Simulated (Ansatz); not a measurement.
# Ca4Pt: the cost of one run

Method: DFT PBE, scalar-relativistic, plane waves, PAW, in Ansatz 0.2.0.

## 1. The starting structure

The structure is cubic, space group Pm-3m (No. 221). The conventional cell has a = 4.903 Å, b = 4.903 Å, c = 4.903 Å, α = 90.00°, β = 90.00°, γ = 90.00°. Around Ca (site symmetry 4/mmm) lie 2 Pt at 2.45 Å. Ca (site symmetry m-3m) is surrounded by 12 Ca at 3.47 Å. Pt (site symmetry m-3m) has 6 Ca at 2.45 Å as nearest neighbours.

Coordinates:

```cif
data_structure
_symmetry_space_group_name_H-M 'Pm-3m'
_symmetry_Int_Tables_number 221
_cell_length_a 4.9030
_cell_length_b 4.9030
_cell_length_c 4.9030
_cell_angle_alpha 90.000
_cell_angle_beta 90.000
_cell_angle_gamma 90.000
_cell_volume 117.86
loop_
_atom_site_label
_atom_site_type_symbol
_atom_site_symmetry_multiplicity
_atom_site_Wyckoff_symbol
_atom_site_fract_x
_atom_site_fract_y
_atom_site_fract_z
_atom_site_occupancy
Ca1 Ca 3 c 0.00000 0.50000 0.50000 1
Ca2 Ca 1 a 0.00000 0.00000 0.00000 1
Pt1 Pt 1 b 0.50000 0.50000 0.50000 1
```

A structure generator made this guess: random cell by space group and Wyckoff sites (Pm-3m, No. 221). Lengths come from tabulated atomic sizes and are only a guess.

## 2. The guess as it stands, on a coarse mesh

Contents of input.yaml:

```yaml
crystal:
  lattice:
    - [4.90298289, 0.0, 0.0]
    - [0.0, 4.90298289, 0.0]
    - [0.0, 0.0, 4.90298289]
  atoms:
    - { symbol: Ca, position: [0.0, 0.5, 0.5] }
    - { symbol: Ca, position: [0.5, 0.0, 0.5] }
    - { symbol: Ca, position: [0.5, 0.5, 0.0] }
    - { symbol: Ca, position: [0.0, 0.0, 0.0] }
    - { symbol: Pt, position: [0.5, 0.5, 0.5] }
basis:
  ecutwfc: 420
kpoints:
  mp_grid: { grid: [4, 4, 4] }
hamiltonian:
  xc: pbe
scf:
  occupations: { method: gaussian, width: 0.1 }
  lower_state_search: "off"
output:
  forces: true
  stress: true
  eigenvalues: true
```

On the command line:

```bash
> ansatz run input.yaml --threads 1 --pin off --max-ram 2048MiB --backend cpu --events-out ev --progress --plain --runs-dir out
```

**Question.** How long does this run take on 1 thread of AMD EPYC 9R14 (Zen 4), shared host, and how much memory does it need?

About 1.2 s, with a peak of 0.41 GiB.
